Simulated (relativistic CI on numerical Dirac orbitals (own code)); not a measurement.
# Hg XXXIII (Hg³²⁺): levels and lines

Aim: the low levels of Hg³²⁺, their labels and the strongest lines; further runs change one setting each.

Method: Dirac-Coulomb-Breit CI, KLI orbitals optimised for each configuration, model QED (radiative potential, 1s self-energy scaled to tabulated hydrogen-like ionisation energies). Code: relativistic CI on numerical Dirac orbitals (own code) version 2.

**1. Starting point**

| Property | Result |
| --- | --- |
| ion | Hg³²⁺ (Hg XXXIII) |
| nuclear charge | 80 |
| electrons | 48 |
| isotope | A = 202 |
| first configuration typed | [Kr] 4d10 4f2 |

The outer shells:

first configuration typed
```
[Kr] core
4d [↑↓][↑↓][↑↓][↑↓][↑↓]
4f [↑ ][↑ ][  ][  ][  ][  ][  ]
```

**2. Base run**

Input settings:

```ini
atom Hg  Z=80  charge=32  electrons=48
nucleus A=202  rms_radius_fm=5.4648
hamiltonian dirac-coulomb  breit=on  qed=on  c_scale=1
orbitals kli  potential=per-configuration
slater_scale 1
correlation none
mixing on
configurations
  [Kr] 4d10 4f2
  [Kr] 4d9 4f3
  [Kr] 4d10 4f 5s
  [Kr] 4d10 4f 5p
  [Ar] 3d10 4s2 4p5 4d10 4f3
  [Kr] 4d10 5s2
  [Kr] 4d10 5s 5p
  [Kr] 4d10 4f 5d
  [Ar] 3d10 4s 4p6 4d10 4f3
  [Kr] 4d10 5p2
  [Kr] 4d10 5s 5d
  [Kr] 4d9 4f2 5s
  [Kr] 4d9 4f 5s2
  [Kr] 4d10 4f 5f
  [Kr] 4d10 5p 5d
  [Kr] 4d9 4f2 5p
end
```

**3. Non-relativistic limit (c × 1000)**

Settings: those of step 2 with these lines changed.

```diff
@@ -2,3 +2,3 @@
 nucleus A=202  rms_radius_fm=5.4648
-hamiltonian dirac-coulomb  breit=on  qed=on  c_scale=1
+hamiltonian dirac-coulomb  breit=off  qed=off  c_scale=1000
 orbitals kli  potential=per-configuration
```

**4. The first configuration alone**

Input settings:

```ini
atom Hg  Z=80  charge=32  electrons=48
nucleus A=202  rms_radius_fm=5.4648
hamiltonian dirac-coulomb  breit=on  qed=on  c_scale=1
orbitals kli  potential=per-configuration
slater_scale 1
correlation none
mixing on
configurations
  [Kr] 4d10 4f2
end
```

(Steps that only read results are left out.)

**Question.** What will these runs give? Wanted: lowest level; first excitation; lowest level of the other parity; fastest E1 line; ionisation energy.

**Answer**, as computed:

| run | time | mean size of shift, levels followed (cm⁻¹) | lowest level | ionisation energy (eV) |
| --- | --- | --- | --- | --- |
| main run | 2.6 s | 0 | 4f2 3H4 | 1205.3 |
| non-relativistic limit (c × 1000) | 1.5 s | 50504 | 4f2 3H4 | - |
| the first configuration alone | 0.12 s | 1736 | 4f2 3H4 | - |

The tabulated theoretical ionisation energy (NIST) is 1220 eV.

| quantity | value |
| --- | --- |
| lowest level | 4f2 3H4 |
| first excitation | 4f2 3F2, 24963 cm⁻¹ |
| lowest level of the other parity | 4f 5s 3F°2, 213.01 eV |
| levels in the model | 1671 |
| fastest E1 line (by rate) to the lowest level among the lowest 200 of 1671 levels | 4.967 nm, from 4d9 4f3 3I°5 + 5K° (iv) |
| ionisation energy | 1205.3 eV |
| ionisation energy, tabulated theoretical (NIST) | 1220 eV |

**Reading.** 4f2 3H4 comes out lowest; its LS label holds 85 % and its jj label 98 %; over the low levels the means are 79 and 89 %, so jj coupling describes them better. The ionisation energy agrees with the tabulated theoretical value within its uncertainty of 60 eV. Of the changes tried, the run «non-relativistic limit (c × 1000)» moves the low levels most, by 50504 cm⁻¹ on average. Lifetimes count radiative decay inside the model alone.
